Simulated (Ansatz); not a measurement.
## C₂H₁₁NSi₂, SMILES CN(C)[SiH2][SiH3]: a single point in a Gaussian basis, step by step

Computed with the Python package of Ansatz (0.2.0).

Input file `c2h11nsi2.xyz`:
```text
16

C    -1.82010    0.97880   -0.60860
N    -0.62280    0.41480    0.03310
C    -0.98120    0.00700    1.40000
Si    0.50150   -0.51880   -0.90270
Si    2.66030   -0.53700   -0.05950
H    -2.57010    0.20530   -0.81290
H    -1.56990    1.47210   -1.55580
H    -2.28080    1.75050    0.01960
H    -0.09290   -0.24770    1.99000
H    -1.64980   -0.86220    1.39780
H    -1.47630    0.82290    1.94000
H    -0.05580   -1.89360   -0.97000
H     0.49390    0.05040   -2.27450
H     2.67720   -1.08900    1.32470
H     3.54630   -1.38790   -0.90210
H     3.24040    0.83440   -0.01900
```

Run as a notebook:

**Cell 1**
```python
import json
import warnings

import ansatz as az
import numpy as np
import pandas as pd
```

**Cell 2**
```python
warnings.simplefilter("ignore", az.DeckWarning)
```

**Cell 3**
```python
geometry = az.Crystal.molecule_from_extxyz("c2h11nsi2.xyz")
```

**Cell 4**
```python
calc = geometry.calculation()
calc = calc.basis(gaussian="def2-SVP").functional("pbe", dispersion="d4")
calc = calc.forces()
result = calc.run(threads=1, pin="off")
summary = result.report

summary["mean_field"]["state"]["spin_squared"]
```
Output:
```text
-1.3500311979441904e-13
```

**Cell 5**
```python
summary["reference_energy_ev"]
```
Output:
```text
-19477.176710266336
```

**Cell 6**
```python
{key: value for key, value in summary.items() if isinstance(value, (int, float)) and "ev" in key}
```
Output:
```text
{'free_energy_ev': -19477.54239826559, 'reference_energy_ev': -19477.176710266336}
```

**Cell 7**
```python
for key in ("converged", "free_energy_ev", "reference_energy_ev", "n_frozen", "n_occupied", "n_virtual"):
    print(f"{key:22s} {summary[key]}")
```
Output:
```text
converged              True
free_energy_ev         -19477.54239826559
reference_energy_ev    -19477.176710266336
n_frozen               0
n_occupied             [29, 29]
n_virtual              [104, 104]
```

**Cell 8**
```python
symbols = [site.symbol for site in geometry.cartesian_sites]
print("forces (eV/A)")
for symbol, f in zip(symbols, summary["forces_ev_ang"]):
    print(f"  {symbol:2s} {f[0]:9.4f} {f[1]:9.4f} {f[2]:9.4f}")
```
Output:
```text
forces (eV/A)
  C     1.0222   -0.1937   -0.1519
  N    -1.0505    1.0702    0.9548
  C     0.8157    0.1037   -0.7538
  Si   -0.2978   -0.0004   -0.0337
  Si    0.0727    0.0256    0.1627
  H    -0.6152   -0.3816   -0.1353
  H     0.1487    0.0655   -0.4145
  H    -0.1607    0.2730    0.4067
  H     0.4235   -0.2095    0.1627
  H    -0.4780   -0.5385    0.1427
  H    -0.2636    0.4041    0.1255
  H     0.0960   -0.7469   -0.2119
  H     0.0486    0.1520   -0.3401
  H     0.0198   -0.1077    0.2864
  H     0.1393   -0.1964   -0.1989
  H     0.0793    0.2805   -0.0011
```

**Cell 9**
```python
charges = summary["charge_distribution"]
table = pd.DataFrame({"atom": symbols, "mulliken": charges["mulliken_charges_e"], "lowdin": charges["lowdin_charges_e"]})
print(table.round(3).to_string())
print("dipole (e A):", np.round(charges["dipole_moment_e_ang"], 4) + 0.0)
with open("c2h11nsi2.json", "w") as handle:
    json.dump({k: summary[k] for k in ("free_energy_ev", "reference_energy_ev", "n_occupied", "n_virtual")}, handle, indent=1)
```
Output:
```text
   atom  mulliken  lowdin
0     C     0.100   0.067
1     N    -0.468  -0.078
2     C     0.099   0.067
3    Si     0.304   0.180
4    Si     0.095   0.166
5     H     0.013  -0.019
6     H     0.030  -0.005
7     H     0.020  -0.013
8     H     0.028  -0.005
9     H     0.012  -0.019
10    H     0.023  -0.012
11    H    -0.072  -0.084
12    H    -0.064  -0.068
13    H    -0.044  -0.062
14    H    -0.039  -0.058
15    H    -0.036  -0.057
dipole (e A): [-0.1842  0.055   0.0715]
```

File `c2h11nsi2.json` afterwards:
```json
{
 "free_energy_ev": -19477.54239826559,
 "reference_energy_ev": -19477.176710266336,
 "n_occupied": [
  29,
  29
 ],
 "n_virtual": [
  104,
  104
 ]
}
```

Total energies depend on the basis set; only differences at equal settings carry meaning. The geometry is a force-field or estimated start, not a minimum of this method, and the basis set is short of its limit. The Löwdin charges here are taken after orthogonalising the functions within each atom; they differ from plain Löwdin charges, and their signs can be unphysical. Total less reference energy is the dispersion correction. The whole script took 7.1 s on 1 thread of Arm Neoverse V1, with other jobs on the host, peak memory 0.28 GiB.

(Lines on the test bed's own set-up are left out of the output.)
